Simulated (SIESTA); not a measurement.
The system is NiMoIrPdW.

```
Ni Mo Pd Ir W
1.0
     4.14670    0.00000    0.00000
    -2.07335    3.59115    0.00000
     0.00000    0.00000    5.41629
Ni Mo Pd Ir W
1 1 1 1 1
Direct
  0.00000 0.00000 0.02221
  0.66667 0.33333 0.45996
  0.33333 0.66667 0.74601
  0.33333 0.66667 0.25641
  0.66667 0.33333 0.99985
```

The cell was built by a generator and needn't be a form met in nature.

Base run:

* Program: SIESTA 5.4.2
* Functional: PBE
* Potentials or basis: PseudoDojo 0.4 standard (PBE files)
* Basis: DZP (energy shift 0.003 Ry; two zetas on semicore shells)
* Grid cutoff: 800 Ry
* Energy shift: 0.003 Ry
* k mesh: 7 × 7 × 5
* Occupations: fermi-dirac, width 0.05 eV
* Spin: collinear spin, ferromagnetic start
* Starting moments: [1.0, 1.0, 0.0, 0.6, 0.0] μB
* Hubbard terms: Ir d U = 2 eV, Mo d U = 2 eV, Ni d U = 2 eV, Pd d U = 2 eV, W d U = 2 eV

Its results: band gap on the k mesh none (metal or under the smearing width); pressure 1.0 GPa; net moment 0.00 μB per cell; largest force 0.480 eV/Å.

Task: The run is repeated on the same cell with these changes: hubbard terms from Ir d U = 2 eV, Mo d U = 2 eV, Ni d U = 2 eV, Pd d U = 2 eV, W d U = 2 eV to none. What comes out?

Result: Band gap on the k mesh none (metal or under the smearing width); pressure 2.9 GPa; net moment 0.00 μB per cell; largest force 0.706 eV/Å.

Caveats: short orbitals over semicore shells can move pressures by several GPa; the valence orbitals were made in a potential fitted to the semicore shell under them, which widens gaps by tenths of an eV or more; the basis of atomic orbitals isn't converged, which shifts pressures, moduli and gaps; the U is typed as a test and isn't derived for this compound (some runs).

Not every run made on this cell is shown here.
